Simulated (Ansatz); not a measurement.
# K2NaAs2Pt: the cost of one run

Method: DFT PBE, plane waves, PAW, scalar-relativistic, no spin polarisation, in Ansatz 0.2.0.

**1. The system as given**

The cell holds 12 atoms (As4K4Na2Pt2): a = 6.318 Å, b = 8.319 Å, c = 6.816 Å, α = 86.34°, β = 92.88°, γ = 93.44°.

As a file:

```
CELL_PARAMETERS angstrom
6.24835 0.82435 -0.44256
-1.65556 8.05730 -1.24569
-0.06806 1.46415 6.65611
ATOMIC_POSITIONS crystal
Na 0.46103 0.67186 0.23693
Na 0.23470 0.58175 0.82786
As 0.86967 0.96914 0.36799
As 0.94130 0.81266 0.06166
As 0.77982 0.56794 0.87413
As 0.10261 0.92953 0.69771
Pt 0.31228 0.99309 0.08669
Pt 0.48128 0.31082 0.01536
K 0.59383 0.89645 0.73426
K 0.90613 0.49969 0.43025
K 0.95042 0.22333 0.90561
K 0.32780 0.21932 0.45541
```

**2. Molecular dynamics**

The input, input.yaml:

```yaml
crystal:
  lattice:
    - [6.248348, 0.824352, -0.442565]
    - [-1.655564, 8.057299, -1.24569]
    - [-0.068057, 1.464149, 6.65611]
  atoms:
    - { symbol: Na, position: [0.46103, 0.671864, 0.236932] }
    - { symbol: Na, position: [0.2347, 0.581746, 0.827863] }
    - { symbol: As, position: [0.869673, 0.969138, 0.367988] }
    - { symbol: As, position: [0.941299, 0.812658, 0.061662] }
    - { symbol: As, position: [0.779816, 0.567942, 0.874133] }
    - { symbol: As, position: [0.102609, 0.929529, 0.697707] }
    - { symbol: Pt, position: [0.31228, 0.993094, 0.086688] }
    - { symbol: Pt, position: [0.481279, 0.310823, 0.015363] }
    - { symbol: K, position: [0.593827, 0.896446, 0.734264] }
    - { symbol: K, position: [0.906128, 0.499692, 0.430251] }
    - { symbol: K, position: [0.950418, 0.223332, 0.905608] }
    - { symbol: K, position: [0.327796, 0.219315, 0.455405] }
kpoints:
  mp_grid: { grid: [3, 2, 2] }
magnetization:
  spin_polarized: false
scf:
  occupations: { method: gaussian, width: 0.1 }
hamiltonian:
  pseudopotentials: { kind: paw }
  xc: pbe
basis:
  ecutwfc: 420
md:
  timestep: 1.5
  n_steps: 60
  ensemble: nvt_langevin
  temperature: 1200.0
  initial_velocities: maxwell_boltzmann
  seed: 918173
```

The run is started by

```bash
> ansatz run input.yaml --threads 2 --pin off --max-ram 2560MiB --backend cpu --events-out ev --progress --plain --runs-dir out
```

What time and memory should one allow on 2 threads of Arm Neoverse V2, shared host?

About 7 min, with a peak of 0.93 GiB.
